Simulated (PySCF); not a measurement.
# One shape, several levels: CH6AlBClGa (SMILES [AlH2][BH][CH2][GaH][Cl])

We compute a comparison of 4 runs (HF/def2-SVP, PBE/3-21G, B3LYP/6-311G**, CCSD/6-31G**) of CH6AlBClGa. 

The results are computed with PySCF 2.14.0.

1 further run of the same task is left out (it didn't finish).

### 1 Starting point

The species is CH6AlBClGa (11 atoms), meant as a singlet with charge 0. SMILES: `[AlH2][BH][CH2][GaH][Cl]`. The shape comes from GFN2-xTB, which is rough for such elements, and wasn't checked as a minimum. This is one conformer, not always the lowest.

Bond lengths: Al1–B2 2.081 Å, B2–C3 1.526 Å, C3–Ga4 2.111 Å, Ga4–Cl5 2.081 Å, Al1–H6 1.574 Å, Al1–H7 1.590 Å, B2–H8 1.181 Å, C3–H9 1.103 Å, C3–H10 1.094 Å, Ga4–H11 1.580 Å. Some angles: Al1–B2–C3 102.0°, B2–C3–Ga4 84.9°, C3–Ga4–Cl5 118.5°, Al1–B2–H8 135.1°, C3–B2–H8 119.5°, B2–Al1–H6 132.1°, B2–Al1–H7 114.7°, B2–C3–H9 118.7°, B2–C3–H10 123.3°, Ga4–C3–H9 97.1°.

### 2 Energy and forces at HF/def2-SVP (run 1)

Input file run.py:

```python
# [AlH2][BH][CH2][GaH][Cl]
from pyscf import gto

molecule = gto.M(
    atom=[
    ('Al', (-1.197780, 1.101390, 0.777030)),
    ('B', (-0.370430, -0.786880, 1.059780)),
    ('C', (1.075290, -0.568070, 0.622580)),
    ('Ga', (0.263640, -0.374900, -1.316130)),
    ('Cl', (1.169980, 0.947130, -2.643780)),
    ('H', (-2.654550, 1.570610, 0.409860)),
    ('H', (-0.137160, 2.262320, 0.543250)),
    ('H', (-0.797700, -1.885620, 1.128630)),
    ('H', (1.502240, 0.446730, 0.693660)),
    ('H', (1.860610, -1.318340, 0.749620)),
    ('H', (-0.714150, -1.394370, -2.024490)),
],
    charge=0,
    verbose=3,
    basis='def2-svp',
    max_memory=1860,
)

mf = molecule.RHF()
mf.conv_tol = 1e-10
mf.kernel()
if not mf.converged:
    mf = mf.newton().run(mf.mo_coeff, mf.mo_occ)

e_tot = mf.e_tot
print('Final energy', e_tot)
grad = mf.nuc_grad_method().kernel()
dip = mf.dip_moment()
pop, q = mf.mulliken_pop()
```

Started as:

```
$ OMP_NUM_THREADS=1 python run.py
```

The log of the run:

```text
converged SCF energy = -2690.17430404766
Final energy -2690.1743040476563
[... 8 lines left out ...]
Dipole moment(X, Y, Z, Debye):  0.52995, -1.43067,  1.97768
[... 99 lines left out ...]
pop of  5 H 2px           0.00540
pop of  5 H 2py           0.00099
pop of  5 H 2pz           0.00038
pop of  6 H 1s            0.72082
pop of  6 H 2s            0.50955
pop of  6 H 2px           0.00268
pop of  6 H 2py           0.00372
pop of  6 H 2pz           0.00017
pop of  7 H 1s            0.75522
pop of  7 H 2s            0.27363
pop of  7 H 2px           0.00314
pop of  7 H 2py           0.01175
pop of  7 H 2pz           0.00054
pop of  8 H 1s            0.73244
pop of  8 H 2s            0.13151
pop of  8 H 2px           0.00653
pop of  8 H 2py           0.01611
pop of  8 H 2pz           0.00603
pop of  9 H 1s            0.73592
pop of  9 H 2s            0.15464
pop of  9 H 2px           0.01166
pop of  9 H 2py           0.01061
pop of  9 H 2pz           0.00466
pop of  10 H 1s           0.69385
pop of  10 H 2s           0.45614
pop of  10 H 2px          0.00304
pop of  10 H 2py          0.00344
pop of  10 H 2pz          0.00217
 ** Mulliken atomic charges  **
charge of    0Al =      0.70133
charge of    1B =     -0.18525
charge of    2C =     -0.37178
charge of    3Ga =      0.66187
charge of    4Cl =     -0.31046
charge of    5H =     -0.24574
charge of    6H =     -0.23694
charge of    7H =     -0.04427
charge of    8H =      0.10738
charge of    9H =      0.08251
charge of   10H =     -0.15864
```

It took 35 s on 1 thread of Intel Xeon at 2.70GHz, shared host; peak memory 0.36 GiB.

### 3 Energy and gradient at PBE/3-21G (run 2)

Input file run.py:

```python
# [AlH2][BH][CH2][GaH][Cl]
import pyscf.grad
from pyscf import gto, dft

mol = gto.Mole()
mol.atom = '''
Al    -1.197780     1.101390     0.777030
B     -0.370430    -0.786880     1.059780
C      1.075290    -0.568070     0.622580
Ga     0.263640    -0.374900    -1.316130
Cl     1.169980     0.947130    -2.643780
H     -2.654550     1.570610     0.409860
H     -0.137160     2.262320     0.543250
H     -0.797700    -1.885620     1.128630
H      1.502240     0.446730     0.693660
H      1.860610    -1.318340     0.749620
H     -0.714150    -1.394370    -2.024490
'''
mol.verbose = 4
mol.max_memory = 1860
mol.charge = 0
mol.basis = '3-21g'
mol.build()

mf = dft.RKS(mol, xc='pbe')
mf.grids.level = 5
mf.conv_tol = 1e-10
mf.kernel()
if not mf.converged:
    mf = mf.newton().run(mf.mo_coeff, mf.mo_occ)

energy = mf.e_tot
print('Final energy', energy)
grad = mf.Gradients().kernel()
dip = mf.dip_moment()
pop, q = mf.mulliken_pop()
```

Started as:

```
$ OMP_NUM_THREADS=1 python run.py
```

The log of the run:

```text
PySCF version 2.14.0

[... 84 lines left out ...]
converged SCF energy = -2679.91290346276
Final energy -2679.9129034627576
[... 12 lines left out ...]
Dipole moment(X, Y, Z, Debye):  0.67981, -1.56161,  1.56577
[... 51 lines left out ...]
pop of  3 Ga 3dz^2        1.97670
pop of  3 Ga 3dxz         1.96902
pop of  3 Ga 3dx2-y2      1.99528
pop of  4 Cl 1s           1.99845
pop of  4 Cl 2s           1.95174
pop of  4 Cl 3s           1.17119
pop of  4 Cl 4s           0.88128
pop of  4 Cl 2px          1.96458
pop of  4 Cl 2py          1.96373
pop of  4 Cl 2pz          1.96352
pop of  4 Cl 3px          1.04002
pop of  4 Cl 3py          1.01854
pop of  4 Cl 3pz          1.02511
pop of  4 Cl 4px          0.80368
pop of  4 Cl 4py          0.74778
pop of  4 Cl 4pz          0.74036
pop of  5 H 1s            0.41368
pop of  5 H 2s            0.72081
pop of  6 H 1s            0.41142
pop of  6 H 2s            0.71732
pop of  7 H 1s            0.45612
pop of  7 H 2s            0.48821
pop of  8 H 1s            0.45291
pop of  8 H 2s            0.27583
pop of  9 H 1s            0.46072
pop of  9 H 2s            0.30271
pop of  10 H 1s           0.40137
pop of  10 H 2s           0.64397
 ** Mulliken atomic charges  **
charge of    0Al =      0.44239
charge of    1B =     -0.15503
charge of    2C =     -0.85544
charge of    3Ga =      0.58313
charge of    4Cl =     -0.26997
charge of    5H =     -0.13450
charge of    6H =     -0.12874
charge of    7H =      0.05567
charge of    8H =      0.27126
charge of    9H =      0.23657
charge of   10H =     -0.04534
```

Wall time 40 s (1 thread of Intel Xeon at 2.70GHz, shared host); peak memory 0.77 GiB.

### 4 Energy and forces at B3LYP/6-311G(d,p) (run 3)

Input file input.py:

```python
from pyscf import gto, dft

molecule = gto.Mole()
molecule.atom = '''
Al    -2.263476     2.081325     1.468374
B     -0.700011    -1.486988     2.002694
C      2.032004    -1.073497     1.176506
Ga     0.498207    -0.708458    -2.487125
Cl     2.210942     1.789816    -4.996020
H     -5.016372     2.968023     0.774523
H     -0.259195     4.275165     1.026594
H     -1.507435    -3.563305     2.132802
H      2.838822     0.844197     1.310827
H      3.516043    -2.491302     1.416576
H     -1.349548    -2.634977    -3.825732
'''
molecule.spin = 0
molecule.unit = 'bohr'
molecule.basis = '6-311g**'
molecule.verbose = 4
molecule.charge = 0
molecule.max_memory = 1860
molecule.build()

myscf = dft.RKS(molecule, xc='b3lyp')
myscf.conv_tol = 1e-10
myscf.grids.level = 5
myscf.kernel()
if not myscf.converged:
    myscf = myscf.newton().run(myscf.mo_coeff, myscf.mo_occ)

etot = myscf.e_tot
print('E = %.10f Eh' % etot)
grad = myscf.nuc_grad_method().kernel()
myscf.analyze()
```

Started as:

```
$ OMP_NUM_THREADS=1 python input.py
```

The log of the run:

```text
PySCF version 2.14.0

[... 108 lines left out ...]
MO #3   energy= -56.0080246826595  occ= 2
[... 14 lines left out ...]
MO #18  energy= -3.82396410132867  occ= 2
[... 14 lines left out ...]
MO #33  energy= -0.372263452114142 occ= 2
[... 14 lines left out ...]
MO #48  energy= 0.0594680782385102 occ= 0
[... 14 lines left out ...]
MO #63  energy= 0.297058337417938  occ= 0
[... 14 lines left out ...]
MO #78  energy= 0.550451256989599  occ= 0
[... 14 lines left out ...]
MO #93  energy= 0.864886302290252  occ= 0
[... 14 lines left out ...]
MO #108 energy= 1.45423783731991   occ= 0
[... 14 lines left out ...]
MO #123 energy= 1.92410968606648   occ= 0
[... 14 lines left out ...]
MO #138 energy= 2.5797279046845    occ= 0
[... 14 lines left out ...]
MO #153 energy= 7.93261558697969   occ= 0
[... 14 lines left out ...]
MO #168 energy= 786.387670577708   occ= 0
[... 143 lines left out ...]
pop of  6 H 2px           0.00109
pop of  6 H 2py           0.00164
pop of  6 H 2pz           0.00007
pop of  7 H 1s            0.96694
pop of  7 H 2s            0.00420
pop of  7 H 3s            0.00124
pop of  7 H 2px           0.00021
pop of  7 H 2py           0.00120
pop of  7 H 2pz           0.00005
pop of  8 H 1s            0.86085
pop of  8 H 2s            0.00554
pop of  8 H 3s            0.00283
pop of  8 H 2px           0.00036
pop of  8 H 2py           0.00063
pop of  8 H 2pz           0.00030
pop of  9 H 1s            0.86774
pop of  9 H 2s            0.00565
pop of  9 H 3s            0.00282
pop of  9 H 2px           0.00046
pop of  9 H 2py           0.00039
pop of  9 H 2pz           0.00024
pop of  10 H 1s           1.05192
pop of  10 H 2s           0.00265
pop of  10 H 3s           0.00044
pop of  10 H 2px          0.00100
pop of  10 H 2py          0.00099
pop of  10 H 2pz          0.00056
 ** Mulliken atomic charges  **
charge of    0Al =      0.40828
charge of    1B =     -0.22928
charge of    2C =     -0.37348
charge of    3Ga =      0.49269
charge of    4Cl =     -0.21999
charge of    5H =     -0.14828
charge of    6H =     -0.15072
charge of    7H =      0.02617
charge of    8H =      0.12949
charge of    9H =      0.12269
charge of   10H =     -0.05757
Dipole moment(X, Y, Z, Debye):  0.67259, -1.49975,  1.73709
```

Wall time 2.5 min (1 thread of Intel Xeon at 2.70GHz, shared host); peak memory 2.2 GiB.

### 5 A single-point energy at CCSD/6-31G(d,p) (spherical functions) (run 4)

Input file run.py:

```python
from pyscf import gto, scf, cc

mol = gto.M(
    atom=[
    ('Al', (-1.197780, 1.101390, 0.777030)),
    ('B', (-0.370430, -0.786880, 1.059780)),
    ('C', (1.075290, -0.568070, 0.622580)),
    ('Ga', (0.263640, -0.374900, -1.316130)),
    ('Cl', (1.169980, 0.947130, -2.643780)),
    ('H', (-2.654550, 1.570610, 0.409860)),
    ('H', (-0.137160, 2.262320, 0.543250)),
    ('H', (-0.797700, -1.885620, 1.128630)),
    ('H', (1.502240, 0.446730, 0.693660)),
    ('H', (1.860610, -1.318340, 0.749620)),
    ('H', (-0.714150, -1.394370, -2.024490)),
],
    basis='6-31g**',
    max_memory=1860,
    spin=0,
    verbose=4,
)

mf = scf.RHF(mol)
mf.conv_tol = 1e-10
mf.kernel()
if not mf.converged:
    mf = mf.newton().run(mf.mo_coeff, mf.mo_occ)

mycc = cc.CCSD(mf, frozen=21)
mycc.kernel()
e_tot = mycc.e_tot
print(f'total energy: {e_tot:.8f} hartree')
dip = mf.dip_moment()
pop, q = mf.mulliken_pop()
```

Started as:

```
$ OMP_NUM_THREADS=1 python run.py
```

The log of the run:

```text
PySCF version 2.14.0

[... 69 lines left out ...]
converged SCF energy = -2690.37699499271
[... 12 lines left out ...]
Init t2, MP2 energy = -2691.04454889104  E_corr(MP2) -0.667553898332259
[... 15 lines left out ...]
CCSD converged
[... 1 line left out ...]
total energy: -2691.08366508 hartree
Dipole moment(X, Y, Z, Debye):  0.40646, -1.61755,  2.19860
[... 99 lines left out ...]
pop of  5 H 2px           0.00291
pop of  5 H 2py           0.00048
pop of  5 H 2pz           0.00021
pop of  6 H 1s            0.47813
pop of  6 H 2s            0.72247
pop of  6 H 2px           0.00144
pop of  6 H 2py           0.00199
pop of  6 H 2pz           0.00010
pop of  7 H 1s            0.52103
pop of  7 H 2s            0.52369
pop of  7 H 2px           0.00167
pop of  7 H 2py           0.00547
pop of  7 H 2pz           0.00029
pop of  8 H 1s            0.51149
pop of  8 H 2s            0.29862
pop of  8 H 2px           0.00310
pop of  8 H 2py           0.00817
pop of  8 H 2pz           0.00319
pop of  9 H 1s            0.51808
pop of  9 H 2s            0.31338
pop of  9 H 2px           0.00591
pop of  9 H 2py           0.00532
pop of  9 H 2pz           0.00274
pop of  10 H 1s           0.46253
pop of  10 H 2s           0.56489
pop of  10 H 2px          0.00200
pop of  10 H 2py          0.00226
pop of  10 H 2pz          0.00132
 ** Mulliken atomic charges  **
charge of    0Al =      0.46892
charge of    1B =      0.11498
charge of    2C =     -0.53180
charge of    3Ga =      0.30538
charge of    4Cl =     -0.20066
charge of    5H =     -0.19753
charge of    6H =     -0.20413
charge of    7H =     -0.05215
charge of    8H =      0.17544
charge of    9H =      0.15456
charge of   10H =     -0.03299
```

It took 100 s on 1 thread of Intel Xeon at 2.70GHz, shared host; peak memory 1.2 GiB.

### 6 All runs side by side

```tsv
run	level	integration grid	task	energy (Eh)	dipole moment (D) of the reference	HOMO energy (eV)	LUMO energy (eV)	wall time
1	HF/def2-SVP	–	gradient	-2690.174304	2.50	-10.26	-0.52	35 s
2	PBE/3-21G	5	gradient	-2679.912903	2.31	-6.35	-4.30	40 s
3	B3LYP/6-311G**	5	gradient	-2694.119301	2.39	-7.32	-3.71	2.5 min
4	CCSD/6-31G** (spherical functions)	–	energy	-2691.083665	2.76	-10.17	-0.48	100 s
```

### 7 Summary of results

| quantity | value |
| --- | --- |
| run 4: total energy | -2691.08367 Eh |
| run 4: dipole moment (Hartree–Fock density) | 2.76 D |
| run 4: HOMO energy (Hartree–Fock orbitals) | -10.17 eV |
| run 4: LUMO energy (Hartree–Fock orbitals) | -0.48 eV |
| run 4: HOMO–LUMO gap (Hartree–Fock orbitals) | 9.69 eV |
| run 4: correlation energy (21 core orbitals frozen) | -706.7 mEh |
| run 4: T1 diagnostic | 0.014 |

What this shows: Over runs 1, 2, 3 the dipole moment (its size) runs from 2.31 D (PBE/3-21G) to 2.50 D (HF/def2-SVP). The two ends differ in method and basis. Over runs 1, 2, 3 the HOMO–LUMO gap runs from 2.05 eV (PBE/3-21G) to 9.74 eV (HF/def2-SVP). Totals of different functionals can't be ranked against each other. All runs together took 5.4 min, the longest 2.5 min.
